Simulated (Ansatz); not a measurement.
# NiS: the cost of one run

Program: Ansatz 0.2.0. Level of theory: DFT PBEsol+U (U_eff = 8 eV on Ni d), plane waves, PAW. These are calculated values, not measurements.

1 further run of the same task is left out (it didn't finish).

### Step 1. The structure to begin with

It takes space group P6_3/mmc (No. 194, hexagonal). Conventional cell: a = 3.425 Å, b = 3.425 Å, c = 5.340 Å, α = 90.00°, β = 90.00°, γ = 120.00°. Ni (site symmetry -3m) is surrounded by 6 S at 2.39 Å and 2 Ni at 2.67 Å. S (site symmetry -6m2) is surrounded by 6 Ni at 2.39 Å.

Coordinates:

```
Ni S
1.0
     3.42500    0.00000    0.00000
    -1.71250    2.96614    5.34000
     0.00000    0.00000   10.68000
Ni S
4 4
Direct
  0.00000 0.00000 0.00000
  0.00000 0.00000 0.25000
  0.00000 0.00000 0.50000
  0.00000 0.00000 0.75000
  0.33333 0.66667 0.79167
  0.66667 0.33333 0.20833
  0.33333 0.66667 0.29167
  0.66667 0.33333 0.70833
```

An earlier series on this cell reached its lowest free state from «antiferromagnetic start, free», perhaps among other starts.

### Step 2. Antiferromagnetic directions held

input.yaml

```yaml
crystal:
  lattice:
    - [3.42500121, 0.0, 0.0]
    - [-1.71250061, 2.96613806, 5.33999987]
    - [0.0, 0.0, 10.67999974]
  atoms:
    - { symbol: Ni, position: [0.0, 0.0, 0.0], spin: 2.0 }
    - { symbol: Ni, position: [0.0, 0.0, 0.25], spin: -2.0 }
    - { symbol: S, position: [0.3333333333, 0.6666666667, 0.7916666667] }
    - { symbol: S, position: [0.6666666667, 0.3333333333, 0.2083333334] }
    - { symbol: Ni, position: [0.0, 0.0, 0.5], spin: 2.0 }
    - { symbol: Ni, position: [0.0, 0.0, 0.75], spin: -2.0 }
    - { symbol: S, position: [0.3333333333, 0.6666666667, 0.2916666666] }
    - { symbol: S, position: [0.6666666667, 0.3333333333, 0.7083333334] }
basis:
  ecutwfc: 420
  ecutrho_ratio: 4
kpoints:
  mp_grid: { grid: [6, 6, 6] }
hamiltonian:
  xc: pbesol
  hubbard:
    sites:
      - { site: 0, l: d, u_eff: 8.0, starting_ns: [{ spin: up, occupation_matrix: s0up }, { spin: down, occupation_matrix: s0down }] }
      - { site: 1, l: d, u_eff: 8.0, starting_ns: [{ spin: up, occupation_matrix: s1up }, { spin: down, occupation_matrix: s1down }] }
      - { site: 4, l: d, u_eff: 8.0, starting_ns: [{ spin: up, occupation_matrix: s4up }, { spin: down, occupation_matrix: s4down }] }
      - { site: 5, l: d, u_eff: 8.0, starting_ns: [{ spin: up, occupation_matrix: s5up }, { spin: down, occupation_matrix: s5down }] }
    occupation_matrices:
      s0up:
        matrix:
          - [0.97, 0.0, 0.0, 0.0, 0.0]
          - [0.0, 0.97, 0.0, 0.0, 0.0]
          - [0.0, 0.0, 0.97, 0.0, 0.0]
          - [0.0, 0.0, 0.0, 0.97, 0.0]
          - [0.0, 0.0, 0.0, 0.0, 0.97]
      s0down:
        matrix:
          - [0.97, 0.0, 0.0, 0.0, 0.0]
          - [0.0, 0.34189, 0.0, 0.0, -0.44965]
          - [0.0, 0.0, 0.34189, -0.44965, 0.0]
          - [0.0, 0.0, -0.44965, 0.64811, 0.0]
          - [0.0, -0.44965, 0.0, 0.0, 0.64811]
      s1up:
        matrix:
          - [0.97, 0.0, 0.0, 0.0, 0.0]
          - [0.0, 0.34189, 0.0, 0.0, 0.44965]
          - [0.0, 0.0, 0.34189, 0.44965, 0.0]
          - [0.0, 0.0, 0.44965, 0.64811, 0.0]
          - [0.0, 0.44965, 0.0, 0.0, 0.64811]
      s1down:
        matrix:
          - [0.97, 0.0, 0.0, 0.0, 0.0]
          - [0.0, 0.97, 0.0, 0.0, 0.0]
          - [0.0, 0.0, 0.97, 0.0, 0.0]
          - [0.0, 0.0, 0.0, 0.97, 0.0]
          - [0.0, 0.0, 0.0, 0.0, 0.97]
      s4up:
        matrix:
          - [0.97, 0.0, 0.0, 0.0, 0.0]
          - [0.0, 0.97, 0.0, 0.0, 0.0]
          - [0.0, 0.0, 0.97, 0.0, 0.0]
          - [0.0, 0.0, 0.0, 0.97, 0.0]
          - [0.0, 0.0, 0.0, 0.0, 0.97]
      s4down:
        matrix:
          - [0.97, 0.0, 0.0, 0.0, 0.0]
          - [0.0, 0.34189, 0.0, 0.0, -0.44965]
          - [0.0, 0.0, 0.34189, -0.44965, 0.0]
          - [0.0, 0.0, -0.44965, 0.64811, 0.0]
          - [0.0, -0.44965, 0.0, 0.0, 0.64811]
      s5up:
        matrix:
          - [0.97, 0.0, 0.0, 0.0, 0.0]
          - [0.0, 0.34189, 0.0, 0.0, 0.44965]
          - [0.0, 0.0, 0.34189, 0.44965, 0.0]
          - [0.0, 0.0, 0.44965, 0.64811, 0.0]
          - [0.0, 0.44965, 0.0, 0.0, 0.64811]
      s5down:
        matrix:
          - [0.97, 0.0, 0.0, 0.0, 0.0]
          - [0.0, 0.97, 0.0, 0.0, 0.0]
          - [0.0, 0.0, 0.97, 0.0, 0.0]
          - [0.0, 0.0, 0.0, 0.97, 0.0]
          - [0.0, 0.0, 0.0, 0.0, 0.97]
    ns_hold: { iters: 8 }
scf:
  occupations: { method: gaussian, width: 0.05 }
  lower_state_search: "off"
  max_iter: 150
output:
  forces: true
  stress: true
  eigenvalues: true
  populations: true
  hubbard:
    sites:
      - { site: 0, l: d }
      - { site: 1, l: d }
      - { site: 4, l: d }
      - { site: 5, l: d }
magnetization:
  spin_polarized: true
  spin_locking: { lock_directions: true }
```

The typed matrices put 0.97 on the chosen orbitals and 0.02 on the others, and are held for 8 cycles. The lock stays on to the end, so the result is a constrained state.

Run with:

```console
$ ansatz run input.yaml --threads 4 --pin off --max-ram 6144MiB --backend cpu --events-out ev --progress --plain --runs-dir out
```

What time and memory should one allow on 4 threads of Intel Xeon 6975P-C (Granite Rapids), shared host?

About 39 s, with a peak of 1.2 GiB.
